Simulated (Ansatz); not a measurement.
# F₂GeH₄N₂: up Jacob's ladder to CCSD(T)

The task here is to estimate one member of a computed series from the others.

Computed with Ansatz 0.2.0, Gaussian basis. Level: functionals in def2-TZVPP, the program's frozen cores in correlated methods.

Plan: LDA (SPW92), PBE-D4, revPBE-D4, BLYP-D4, r2SCAN-D4, B97M-V, PBE0-D4, B3LYP-D4, r2SCANh-D4, r2SCAN0-D4, HSE06-D4, BHLYP-D4, CAM-B3LYP-D4, LC-ωPBE, ωB97X-V, ωB97M-V, B2PLYP, PBE-QIDH; CCSD(T)/def2-SVP; CCSD(T)/def2-TZVPP; MP2/def2-QZVPP; extrapolation to the limit; RPA on PBE.

### Structure used throughout

The geometry comes from an earlier relaxation with PBE0-D4 in a triple-zeta def2 set; it is a stationary point, not always the lowest conformer.

SMILES `[NH2][Ge]([NH2])([F])[F]`, 9 atoms, charge 0, spin multiplicity 1.

Atoms are counted from 1 here; the program's logs count them from 0.

Bond lengths: N1–Ge2 1.794 Å, N1–H6 1.009 Å, N1–H7 1.009 Å, Ge2–N3 1.794 Å, Ge2–F4 1.728 Å, Ge2–F5 1.728 Å, N3–H8 1.009 Å, N3–H9 1.009 Å. Angles: Ge2–N1–H6 115.9°, Ge2–N1–H7 115.5°, H6–N1–H7 110.7°, N1–Ge2–N3 111.5°, N1–Ge2–F4 116.3°, N1–Ge2–F5 105.0°, N3–Ge2–F4 105.0°, N3–Ge2–F5 116.3°, F4–Ge2–F5 102.8°, Ge2–N3–H8 115.5°, Ge2–N3–H9 115.8°, H8–N3–H9 110.7°.

The first run:

The input, in.yaml:

```yaml
crystal:
  periodic: [false, false, false]
  atoms:
    - {symbol: N, position_ang: [-0.357191, 1.470639, -0.432923]}
    - {symbol: Ge, position_ang: [0.131097, -0.254280, -0.371117]}
    - {symbol: N, position_ang: [0.088807, -0.889551, 1.305848]}
    - {symbol: F, position_ang: [-0.830095, -1.356454, -1.291011]}
    - {symbol: F, position_ang: [1.658793, -0.315444, -1.175664]}
    - {symbol: H, position_ang: [-1.289139, 1.676090, -0.105175]}
    - {symbol: H, position_ang: [-0.173063, 1.942648, -1.305620]}
    - {symbol: H, position_ang: [0.163472, -1.892194, 1.392022]}
    - {symbol: H, position_ang: [0.695719, -0.427853, 1.966640]}
basis:
  gaussian: {orbitals: def2-TZVPP}
hamiltonian: {xc: lda}
output: {orbitals: {seedname: orbitals}}
```

Steps of the session up to this table: LDA; PBE-D4 (GGA); revPBE-D4 (GGA); BLYP-D4 (GGA); r2SCAN-D4 (meta-GGA); B97M-V (meta-GGA); PBE0-D4 (hybrid); B3LYP-D4 (hybrid); r2SCANh-D4 (hybrid); r2SCAN0-D4 (hybrid); HSE06-D4 (hybrid); BHLYP-D4 (hybrid); CAM-B3LYP-D4 (range-separated); LC-ωPBE-D4 (range-separated; the results give it without D4); ωB97X-V (range-separated); ωB97M-V (range-separated); B2PLYP (double hybrid); PBE-QIDH (double hybrid).

One table of the session follows, with a row left open; its other results are not shown here.

It belongs to the step «Frontier levels by functional». 

```
  functional  HOMO (eV)  gap (eV)
 LDA (SPW92)      -6.95      5.73
      PBE-D4      -6.75      5.76
   revPBE-D4      -6.68      5.80
     BLYP-D4          ?         ?
   r2SCAN-D4      -7.11      6.64
      B97M-V      -7.18      6.44
     PBE0-D4      -8.31      8.27
    B3LYP-D4      -8.05      7.62
  r2SCANh-D4      -7.69      7.55
  r2SCAN0-D4      -8.56      8.88
    HSE06-D4      -7.90      7.49
    BHLYP-D4      -9.77     10.46
CAM-B3LYP-D4      -9.79     10.59
     LC-ωPBE     -11.23     13.42
     ωB97X-V     -10.83     12.80
     ωB97M-V     -10.73     12.30
```

Estimate the missing values for BLYP-D4.

Worked estimate for «HOMO (eV)». Against the share of exact exchange, B3LYP-D4 (0.2, -8.05), BHLYP-D4 (0.5, -9.77) give a slope of -5.73 per unit share; at 0 the line stands at -6.90.

The run gave: HOMO (eV): -6.64; gap (eV): 5.61. In «HOMO (eV)» the line misses by -0.26.
